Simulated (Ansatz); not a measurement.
I need energies of removing a hydrogen of C₂H₈N (charge +1), SMILES C[NH2+]C. Use Ansatz 0.2.0 through its Python package. Use (for the species named): r2SCAN, pcseg-2 basis, multiplicity 1.

```xyz
11

C    -0.8214    0.3958   -0.8564
N    -0.3611   -0.3231    0.3506
C     1.0859   -0.1591    0.5994
H    -1.8915    0.2572   -0.9977
H    -0.2985    0.0192   -1.7337
H    -0.6144    1.4598   -0.7560
H    -0.8834    0.0200    1.1669
H    -0.5747   -1.3236    0.2467
H     1.3845   -0.7076    1.4904
H     1.3213    0.8946    0.7406
H     1.6534   -0.5332   -0.2507
```

The script, `c2h8n_bde.py`:
```python
'''X-H bond energies of C2H8N(+) without relaxation.'''

from dataclasses import dataclass

import ansatz as az


@dataclass(frozen=True)
class RunConfig:
    basis: str = 'pcseg-2'
    xc: str = 'r2scan'


cfg = RunConfig()


def total_energy(molecule, charge=0, unpaired=0):
    calc = molecule.calculation().basis(gaussian=cfg.basis).functional(cfg.xc)
    if charge:
        calc = calc.charge(charge)
    if unpaired:
        calc = calc.spin('collinear', total=unpaired)
    return calc.run().report['free_energy_ev']

def without(molecule, index):
    rest = az.Crystal.molecule()
    for i, site in enumerate(molecule.cartesian_sites):
        if i != index:
            rest = rest.atom(site.symbol, site.position_ang)
    return rest

geometry_ang = [
    ('C', (-0.8214, 0.39577, -0.85637)),
    ('N', (-0.36114, -0.32311, 0.35056)),
    ('C', (1.08591, -0.15911, 0.59936)),
    ('H', (-1.89151, 0.25724, -0.99774)),
    ('H', (-0.29855, 0.01917, -1.73375)),
    ('H', (-0.6144, 1.45978, -0.756)),
    ('H', (-0.88338, 0.02005, 1.16694)),
    ('H', (-0.57471, -1.32357, 0.24671)),
    ('H', (1.38448, -0.70757, 1.49041)),
    ('H', (1.32126, 0.89458, 0.74061)),
    ('H', (1.65344, -0.53322, -0.25073)),
]
c2h8n = az.Crystal.molecule()
for symbol, xyz in geometry_ang:
    c2h8n = c2h8n.atom(symbol, xyz)

whole = total_energy(c2h8n, 1)
hydrogen = total_energy(az.Crystal.molecule().atom('H', (0, 0, 0)), 0, 1)
print(f'E(molecule) = {whole:.5f} eV, E(H) = {hydrogen:.5f} eV')
for index in [10, 7]:
    radical = total_energy(without(c2h8n, index), 1, 1)
    print(f'H{index}: homolysis {23.060548 * (radical + hydrogen - whole):.1f} kcal/mol')
```

```console
$ python c2h8n_bde.py
E(molecule) = -3686.97929 eV, E(H) = -13.60816 eV
H10: homolysis 116.9 kcal/mol
H7: homolysis 115.1 kcal/mol
```

Total energies depend on the basis set; only differences at equal settings carry meaning. The geometry is a force-field or estimated start, not a minimum of this method, and the basis set is short of its limit. All parts are taken at fixed geometry, without zero-point energy. Hardware and time: 28 s on 1 thread of Arm Neoverse V1, on a shared host, peak memory 0.31 GiB.
